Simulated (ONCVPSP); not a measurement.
# An ONCV potential for carbon, from input to tests

Aim: build the potential from the settings below, then test how well it stands in for the atom: other configurations, scattering, ghost states and the plane-wave cutoff that it needs.

Method: ONCVPSP 4.0.1.1 (patched build), PBE, scalar-relativistic.

## 1. The atom and the settings

Typed settings, in words:

```json
{
  "element": "carbon (C, Z = 6)",
  "type": "optimised norm-conserving Vanderbilt (ONCV)",
  "frozen core": "[He]",
  "valence charge": "4",
  "reference configuration": "2s2 2p2",
  "partial waves": "2s: rc 0.95 bohr, ncon 3, nbas 7, qcut 6.2 1/bohr, 1 projector; 2p: rc 3.10 bohr, ncon 3, nbas 6, qcut 3.8 1/bohr, 2 projectors, debl 2.7 Ha; d scattering state at 0.23 Ha: rc 2.95 bohr, ncon 4, nbas 7, qcut 3.2 1/bohr, 3 projectors, debl 1 Ha",
  "local potential": "polynomial inside 0.80 bohr (lpopt 5, dvloc0 0 Ha)",
  "core correction": "Teter function, fcfact 5.25, rcfact 1.65"
}
```

The outer shells as boxes (Hund's rule for the drawing; the calculation is spin-unpolarised):

```
[He] core
2s [↑↓]
2p [↑ ][↑ ][  ]
```

The nodes and maxima of the atom's own shells, from an earlier all-electron run, set the scale for the radii.

All-electron outer shells of the reference configuration (PBE, scalar-relativistic, ld1.x):

| shell | level (eV) | outermost node (bohr) | outermost maximum (bohr) |
| --- | --- | --- | --- |
| 1s | -273.38 | – | 0.17 |
| 2s | -13.75 | 0.38 | 1.22 |
| 2p | -5.29 | – | 1.20 |

## 2. Generating the potential

C.dat

```
# ATOM AND REFERENCE CONFIGURATION
# atsym  z   nc   nv     iexc    psfile
  C 6.00    1    2        4      upf
#
#   n    l    f
    1    0    2.00
    2    0    2.00
    2    1    2.00
#
# PSEUDOPOTENTIAL AND OPTIMIZATION
# lmax
    2
#
#   l,   rc,      ep,       ncon, nbas, qcut
    0    0.95    0.00    3    7    6.20
    1    3.10    0.00    3    6    3.80
    2    2.95    0.23    4    7    3.20
#
# LOCAL POTENTIAL
# lloc, lpopt,  rc(5),   dvloc0
    4    5    0.80    0.00
#
# VANDERBILT-KLEINMAN-BYLANDER PROJECTORs
# l, nproj, debl
    0    1    3.20
    1    2    2.70
    2    3    1.00
#
# MODEL CORE CHARGE
# icmod, fcfact, rcfact
    3    5.25    1.65
#
# LOG DERIVATIVE ANALYSIS
# epsh1, epsh2, depsh
   -2.00    5.00    0.02
#
# OUTPUT GRID
# rlmax, drl
    6.00    0.01
#
# TEST CONFIGURATIONS
# ncnf
    4
# nvcnf
#   n    l    f
    2
    2    0    2.00
    2    1    1.00
#
    2
    2    0    2.00
    2    1    0.00
#
    2
    2    0    1.00
    2    1    0.00
#
    2
    2    0    2.00
    2    1    1.50
#
```

Command:

```console
$ oncvpsp.x < C.dat > C.out
```

Before running it: what results should come out? Wanted: cutoffs for 1 and 0.1 mHa per electron, occupied waves; bound ghosts; GHOST(+) flags; largest test error; largest phase difference near zero energy, channels read; rms error of d²Exc/dn², without and with the model core.

**Answer**, as computed:

| quantity | value |
| --- | --- |
| cutoffs for 1 and 0.1 mHa per electron, occupied waves | 19 Ha and 71 Ha |
| bound ghosts | p at -120.17 eV |
| GHOST(+) flags | none at low energy |
| largest test error (AE − PS) | +3810 meV, for 2s1 2p0 |
| largest phase difference near zero energy, channels read | 0.414 rad |
| rms error of d²Exc/dn², without and with the model core | 1.14 and 1.57 mHa |

It has a bound ghost (p), a state that the atom doesn't have, and that rules the file out. The worst unpolarised test, 2s1 2p0, is off by 3810 meV on 83.2 eV; by total energies transferability rates as poor. That test lies far up in energy; among those under 40 eV, nearer to bonding, the largest error is 2046 meV. By its cutoff, 19 Ha for the looser tolerance, it is of middling hardness. The tighter tolerance needs 71 Ha, and converged work needs a cutoff nearer that. At the looser tolerance the 2s wave is the slowest; 2p needs 6 Ha. Near zero energy the largest phase difference among the channels read is 0.41 rad, in the p channel.
